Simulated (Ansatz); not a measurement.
**Ta2O5: pulling the crystal apart**

The task, for Ta2O5: open the crystal across a (0 0 1) plane.

Computed with Ansatz 0.2.0 (DFT PBEsol, scalar-relativistic, plane waves, PAW, unless a step's input says otherwise).

2 further runs of the same task are left out: 2 set aside as unsound or not needed. Runs told in other sessions of the task aren't counted.

**1. Starting point**

It takes space group C2 (No. 5, monoclinic). Conventional cell: a = 5.924 Å, b = 5.076 Å, c = 5.749 Å, α = 90.00°, β = 117.45°, γ = 90.00°. Around Ta (site symmetry 1) lie 7 O at 1.90 to 2.31 Å. Around O (site symmetry 1) lie 2 Ta at 1.93 to 2.06 Å. O (site symmetry 1) has 2 Ta at 1.90 to 1.98 Å in its first shell of neighbours. Around O (site symmetry 2) lie 4 Ta at 2.15 to 2.31 Å.

Coordinates:

```xyz
14
Lattice="-2.9621 2.5380 -0.0167 -2.9621 -2.5380 -0.0167 0.5667 0.0000 10.2079" Properties=species:S:1:pos:R:3 pbc="T T T"
Ta   -5.5751   -0.2037    1.4597
Ta   -2.3296   -0.2037    6.5803
Ta   -3.0280   -0.2037    3.5942
Ta    0.2174   -0.2037    8.7149
O    -2.1678    1.4999    3.3119
O    -1.8844   -1.0381    8.4159
O    -1.5155   -0.3282    4.8709
O    -4.1943   -0.3282    9.9582
O    -4.3016    1.1553    2.5270
O    -1.0561    1.1553    7.6476
O    -1.1633   -0.3282    0.2163
O    -3.8421   -0.3282    5.3036
O    -3.4732   -1.0381    1.7587
O    -3.1899    1.4999    6.8627
```

It goes back to an entry of the Materials Project, which need not be the stable form.

It is built from the cell relaxed beforehand with the same method (10.96 Å³/atom).

**2. The reference: the undisturbed cell on the scan's mesh**

input.yaml

```yaml
crystal:
  lattice:
    - [-2.962146747, 2.5380406705, -0.0166874688]
    - [-2.962146747, -2.5380406705, -0.0166874688]
    - [0.5666683217, 0.0, 10.2079250587]
  atoms:
    - { symbol: Ta, position: [0.9149055224, 0.9951509573, 0.1461170708] }
    - { symbol: Ta, position: [0.4149055224, 0.4951509573, 0.6461170708] }
    - { symbol: Ta, position: [0.5048490427, 0.5850944776, 0.3538829292] }
    - { symbol: Ta, position: [0.0048490427, 0.0850944776, 0.8538829292] }
    - { symbol: O, position: [0.6925518669, 0.1015831728, 0.3257416382] }
    - { symbol: O, position: [0.1925518669, 0.6015831728, 0.8257416382] }
    - { symbol: O, position: [0.2368850303, 0.3662095707, 0.4781571486] }
    - { symbol: O, position: [0.7368850303, 0.8662095707, 0.9781571486] }
    - { symbol: O, position: [0.9776022812, 0.5223977188, 0.25] }
    - { symbol: O, position: [0.4776022812, 0.0223977188, 0.75] }
    - { symbol: O, position: [0.1337904293, 0.2631149697, 0.0218428514] }
    - { symbol: O, position: [0.6337904293, 0.7631149697, 0.5218428514] }
    - { symbol: O, position: [0.3984168272, 0.8074481331, 0.1742583618] }
    - { symbol: O, position: [0.8984168272, 0.3074481331, 0.6742583618] }
basis:
  ecutwfc: 420
kpoints:
  mp_grid: { grid: [7, 7, 3] }
hamiltonian:
  xc: pbesol
scf:
  occupations: { method: gaussian, width: 0.05 }
output:
  forces: true
  stress: true
  eigenvalues: true
  write_density: true
  write_potential: true
  elf: true
  volumetric_format: npy
```

Started as:

```console
> ansatz run input.yaml --threads 2 --pin off --max-ram 5120MiB --backend cpu --events-out ev --progress --plain --runs-dir out
```

The session goes on with these runs: d = 1.00 Å; point d = 3.00 Å; At d = 0.50 Å; point d = 2.00 Å; d = 6.00 Å; point d = -0.30 Å; d = 0.25 Å; point d = 1.50 Å; At d = 4.50 Å; At d = 0.75 Å.

Q: Predict the outcome of this session. Wanted: largest traction sampled.

**Answer**, as computed:

```
                quantity                   value
    energy at d = 6.00 Å              10.09 J/m²
largest traction sampled  77.7 GPa at d = 0.50 Å
```

In words: At the widest gap the traction has died away, so 10.09 J/m² is the unrelaxed work of separation, the sum of the two faces' energies. The traction peaks at 77.7 GPa near 0.50 Å, an estimate of the ideal strength of rigid blocks on this coarse sampling. The gap on the mesh, 2.49 eV at the start, reads zero at d = 0.75. Spin-orbit coupling is left out, which matters for the bands of Ta. Layers here are held mostly by dispersion, which this level lacks, so their spacing and the stiffness across them are unreliable there. Where forces pass 15 eV/Å atoms stand far too close, the PAW spheres overlap strongly and those numbers are rough.
